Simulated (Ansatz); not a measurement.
# BHF₂ + NH₃: a complex and its separated parts

The complex below is one end of an elementary step. How strongly is it bound against its free parts?

Method: PBE0-D4/def2-TZVP structures, single points in def2-TZVPP, no counterpoise correction; program: Ansatz 0.2.0, Gaussian basis.

Levels: SPW92, PBE-D4, BLYP-D4, r2SCAN-D4, B97M-V, PBE0-D4, B3LYP-D4, r2SCAN0-D4, BHLYP-D4, CAM-B3LYP-D4, wB97X-V, wB97M-V, B2PLYP, PBE-QIDH, RPA on PBE, Hartree-Fock, MP2, CCSD, CCSD(T).

Cores are frozen in the correlated methods. B3LYP uses VWN-RPA correlation. B2PLYP carries no dispersion term here.

94 further runs of the same task are left out: 94 set aside as unsound or not needed.

### Step 1. Where the work starts

The complex: 8 atoms, charge 0, spin multiplicity 1.

Atoms are counted from 1 here; the program's logs count them from 0.

Bond lengths: B1–H2 1.214 Å, B1–F3 1.379 Å, B1–F4 1.379 Å, B1–N6 1.674 Å, H5–N6 1.015 Å, N6–H7 1.017 Å, N6–H8 1.015 Å. Angles: H2–B1–F3 114.9°, H2–B1–F4 114.9°, H2–B1–N6 106.0°, F3–B1–F4 113.2°, F3–B1–N6 102.9°, F4–B1–N6 102.9°, B1–N6–H5 110.8°, B1–N6–H7 108.6°, B1–N6–H8 110.8°, H5–N6–H7 108.8°, H5–N6–H8 109.1°, H7–N6–H8 108.8°.

Coordinates:

```xyz
8
charge 0, multiplicity 1
B    -0.16812   -0.33977   -0.75994
H     0.68005    0.04197   -1.54064
F    -0.13495   -1.68960   -0.47959
F    -1.43989    0.13339   -1.00590
H     0.19467    1.37077    0.64745
N     0.21284    0.35828    0.71323
H    -0.47649    0.06280    1.40020
H     1.13200    0.06228    1.02519
```

Its parts: BHF₂ holds atoms 1, 2, 3, 4; NH₃ holds atoms 5, 6, 7, 8. Each part counts its atoms afresh in its own runs.

### Step 2. Relaxing BHF₂ alone

File relax-a/in.yaml:

```yaml
crystal:
  periodic: [false, false, false]
  atoms:
    - {symbol: B, position_ang: [-0.168125, -0.339775, -0.759935]}
    - {symbol: H, position_ang: [0.680046, 0.041965, -1.540644]}
    - {symbol: F, position_ang: [-0.134947, -1.689599, -0.479594]}
    - {symbol: F, position_ang: [-1.439889, 0.133387, -1.005898]}
basis:
  gaussian: {orbitals: def2-TZVP}
hamiltonian: {xc: pbe0, dispersion: d4}
relax: {f_tol: 0.005, max_steps: 200}
```

Started as:

```console
> ansatz run in.yaml --threads 2 --pin off --events-out ev --progress --plain --max-ram 4352MiB
```

The runs that follow: Relaxing NH₃ alone; SPW92/def2-TZVPP; PBE-D4/def2-TZVPP; BLYP-D4/def2-TZVPP; r2SCAN-D4/def2-TZVPP; B97M-V/def2-TZVPP; PBE0-D4/def2-TZVPP; B3LYP-D4/def2-TZVPP; r2SCAN0-D4/def2-TZVPP; BHLYP-D4/def2-TZVPP; CAM-B3LYP-D4/def2-TZVPP; wB97X-V/def2-TZVPP; wB97M-V/def2-TZVPP; B2PLYP/def2-TZVPP; PBE-QIDH/def2-TZVPP; RPA on PBE/def2-TZVPP; CCSD(T)/def2-TZVPP; Vibrations of BHF₂; Vibrations of NH₃.

Q: Predict the outcome of this session. Wanted: complex less parts, CCSD(T)/def2-TZVPP; with zero-point energy; largest T1 diagnostic.

The runs gave:

```
                              quantity         value
complex less parts, CCSD(T)/def2-TZVPP  -77.4 kJ/mol
                with zero-point energy  -61.0 kJ/mol
                 largest T1 diagnostic         0.013
```

**Reading.** At CCSD(T) the complex lies 77.4 kJ/mol below its parts. The functionals run from BHLYP-D4, off by +0.2 kJ/mol, to SPW92, off by -40.3 kJ/mol, against CCSD(T). By rung, the mean size of the error is: LDA 40.3, GGA 8.0, meta-GGA 4.4, hybrid 6.0, range-separated hybrid 2.4, double hybrid 7.6 kJ/mol. PBE-D4 gives a relative energy 4.7 kJ/mol too low, outside chemical accuracy (1 kcal/mol, 4.2 kJ/mol). No counterpoise was applied, and triple zeta lacks some correlation, so the CCSD(T) reference has a basis error of its own, and close matches with it are partly luck.
